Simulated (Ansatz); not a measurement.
# AlBGeH (quartet): the correlation ladder at distance Al1–H4 = 1.412 Å, cc-pVDZ

An exercise on one series of results from a longer session: the logs are not shown, and one member is left open.

Computed with Ansatz 0.2.0, Gaussian basis. Level: cc-pVDZ, core rule «outside noble gas», up to 20 orbitals frozen.

Plan: UHF; CCSD(T) on ROHF; CCSD(T) on UHF; BCCD(T) on ROHF; CISD; CCSDT(Q) on ROHF; CCSDT(Q) on UHF; CASSCF and MRCISD+Q, 5 electrons in 5 orbitals; CASSCF and NEVPT2, 5 electrons in 5 orbitals.

20 further runs of the same task are left out: 2 for a mislabelled method, 14 that didn't finish, 4 set aside as unsound or not needed.

## The system

The geometry derives from a PBE0/def2-TZVP stationary point (not a proven minimum). One bond is set to the value named and the two fragments are kept rigid. No spin-orbit coupling is included. The filled d shell of Ge may be among the frozen orbitals whatever the setting's name suggests; the logs give the count.

4 atoms, charge 0, spin multiplicity 4.

Atoms are counted from 1 here; the program's logs count them from 0.

Bond lengths: Al1–Ge2 2.450 Å, Al1–B3 2.202 Å, Al1–H4 1.412 Å, Ge2–B3 2.069 Å. Angles: Ge2–Al1–B3 52.5°, Ge2–Al1–H4 171.3°, B3–Al1–H4 136.2°, Al1–Ge2–B3 57.6°, Al1–B3–Ge2 69.9°.

The first run:

The input, in.yaml:

```yaml
crystal:
  periodic: [false, false, false]
  atoms:
    - {symbol: Al, position_ang: [0.000000, 0.226656, 1.707451]}
    - {symbol: Ge, position_ang: [0.000000, 0.142002, -0.740885]}
    - {symbol: B, position_ang: [0.000000, -1.565342, 0.428148]}
    - {symbol: H, position_ang: [0.000000, 0.488517, 3.094957]}
basis:
  gaussian: {orbitals: cc-pVDZ}
magnetization: {spin_polarized: true, initial_magnetization: 3}
hamiltonian: {xc: hf}
output: {orbitals: {seedname: orbitals}}
```

Launch:

```console
$ ansatz run in.yaml --threads 1 --pin off --events-out ev --progress --plain --max-ram 2393MiB
```

Steps of the session up to this table: UHF; CCSD(T) on ROHF; CCSD(T) on UHF; BCCD(T) on ROHF; CISD; CCSDT(Q) on ROHF; CCSDT(Q) on UHF; CASSCF and MRCISD+Q, 5 electrons in 5 orbitals; CASSCF and NEVPT2, 5 electrons in 5 orbitals.

One table of the session follows, with a row left open; its other results are not shown here.

It belongs to the step «Misses and costs». 

| method | from UCCSDT(Q) (kcal/mol) |
| --- | --- |
| ROHF | +147.38 |
| UHF | +143.85 |
| RMP2 | +31.32 |
| UMP2 | +32.00 |
| CISD | +21.40 |
| RCCSD | +9.15 |
| UCCSD | +8.97 |
| RCCSD(T) | +1.92 |
| UCCSD(T) | +1.88 |
| BCCD(T) | ? |
| RCCSDT | +0.71 |
| UCCSDT | +0.63 |
| RCCSDT(Q) | +0.10 |
| UCCSDT(Q) | 0 |
| CASSCF pair | +137.55 |
| MRCISD pair | +21.14 |
| MRCISD+Q pair | +4.88 |

Q: Estimate the row for BCCD(T) from the others.

The run gave: from UCCSDT(Q) (kcal/mol): +1.83. In the column «from UCCSDT(Q) (kcal/mol)» it lies between RCCSDT (+0.71) and UCCSD(T) (+1.88).

Not comparable, so not listed: CASSCF and NEVPT2, 5 electrons in 5 orbitals (they don't share determinant, frozen orbitals or solution with the rows shown, or repeat one).

To keep in mind: Restricted and unrestricted rows rest on different reference determinants; where their highest levels disagree by more than a few hundredths of an eV, they describe different states and don't form one ladder. Warnings in the runs' records: passed over end.
